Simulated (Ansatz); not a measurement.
**C₅H₁₁FGeO₂: how energies converge with the basis set**

The task here is to estimate one member of a computed series from the others.

Program: Ansatz 0.2.0, Gaussian basis. Level of theory: one geometry, several basis sets. These are calculated values, not measurements.

Plan: PBE0-D4/def2-SVP; ωB97M-V/def2-SVP; PBE0-D4/def2-QZVPP; ωB97M-V/def2-QZVPP; the functionals' def2-TZVPP values are taken from earlier runs.

### The relaxed structure

The geometry comes from an earlier relaxation with PBE0-D4 in a triple-zeta def2 set; it is a stationary point, not always the lowest conformer.

SMILES `C=C[CH2][Ge]([F])([O]C)[O]C`, 20 atoms, charge 0, spin multiplicity 1.

Atoms are counted from 1 here; the program's logs count them from 0.

Bond lengths: C1–C2 1.326 Å, C1–H10 1.083 Å, C1–H11 1.086 Å, C2–C3 1.489 Å, C2–H12 1.087 Å, C3–Ge4 1.940 Å, C3–H13 1.094 Å, C3–H14 1.092 Å, Ge4–F5 1.743 Å, Ge4–O6 1.748 Å, Ge4–O8 1.757 Å, O6–C7 1.416 Å, C7–H15 1.092 Å, C7–H16 1.095 Å, C7–H17 1.094 Å, O8–C9 1.412 Å, C9–H18 1.095 Å, C9–H19 1.092 Å and more. Angles: C2–C1–H10 121.3°, C2–C1–H11 121.6°, H10–C1–H11 117.0°, C1–C2–C3 124.7°, C1–C2–H12 119.3°, C3–C2–H12 116.0°, C2–C3–Ge4 111.7°, C2–C3–H13 111.9°, C2–C3–H14 111.9°, Ge4–C3–H13 105.5°, Ge4–C3–H14 107.5°, H13–C3–H14 108.0°, C3–Ge4–F5 108.5°, C3–Ge4–O6 110.1°, C3–Ge4–O8 116.9°, F5–Ge4–O6 109.0°, F5–Ge4–O8 105.4°, O6–Ge4–O8 106.6° and more.

The first run:

Contents of in.yaml:

```yaml
crystal:
  periodic: [false, false, false]
  atoms:
    - {symbol: C, position_ang: [-0.696394, 1.179661, -2.748122]}
    - {symbol: C, position_ang: [-1.067823, 1.303182, -1.481158]}
    - {symbol: C, position_ang: [-1.605615, 0.195932, -0.643634]}
    - {symbol: Ge, position_ang: [-0.354404, -0.325593, 0.743933]}
    - {symbol: F, position_ang: [-1.006908, -1.705417, 1.585008]}
    - {symbol: O, position_ang: [-0.139079, 0.983479, 1.881386]}
    - {symbol: C, position_ang: [0.817123, 0.889396, 2.921982]}
    - {symbol: O, position_ang: [1.253025, -0.810995, 0.225387]}
    - {symbol: C, position_ang: [1.424241, -1.937953, -0.607512]}
    - {symbol: H, position_ang: [-0.296090, 2.019951, -3.302060]}
    - {symbol: H, position_ang: [-0.781004, 0.234961, -3.276760]}
    - {symbol: H, position_ang: [-0.962651, 2.266637, -0.988000]}
    - {symbol: H, position_ang: [-2.519385, 0.488776, -0.118559]}
    - {symbol: H, position_ang: [-1.827967, -0.693325, -1.237772]}
    - {symbol: H, position_ang: [0.842857, 1.854467, 3.431267]}
    - {symbol: H, position_ang: [0.541323, 0.118543, 3.648774]}
    - {symbol: H, position_ang: [1.815824, 0.668470, 2.533991]}
    - {symbol: H, position_ang: [0.991370, -2.842313, -0.166693]}
    - {symbol: H, position_ang: [2.496766, -2.096490, -0.735692]}
    - {symbol: H, position_ang: [0.983190, -1.781766, -1.599565]}
basis:
  gaussian: {orbitals: def2-SVP}
hamiltonian: {xc: pbe0, dispersion: d4}
output: {orbitals: {seedname: orbitals}}
```

Run with:

```
$ ansatz run in.yaml --threads 5 --pin off --events-out ev --progress --plain --max-ram 66560MiB --backend cpu
```

Steps of the session up to this table: PBE0-D4 in def2-SVP; ωB97M-V in def2-SVP; PBE0-D4 in def2-QZVPP; ωB97M-V in def2-QZVPP.

One of the session's tables, all rows but one given; the rest of the session is left out.

It belongs to the step «Functionals by basis». 

```
functional       basis  HOMO (eV)  LUMO (eV)
   PBE0-D4    def2-SVP      -7.41       0.02
   PBE0-D4  def2-TZVPP      -7.48      -0.19
   PBE0-D4  def2-QZVPP      -7.50      -0.27
   ωB97M-V    def2-SVP          ?          ?
   ωB97M-V  def2-TZVPP      -9.68       1.85
   ωB97M-V  def2-QZVPP      -9.71       1.54
```

Q: Estimate the row for ωB97M-V, def2-SVP from the others.

The run gave: HOMO (eV): -9.62; LUMO (eV): 2.18. In the column «HOMO (eV)» it lies between ωB97M-V, def2-TZVPP (-9.68) and PBE0-D4, def2-QZVPP (-7.50).
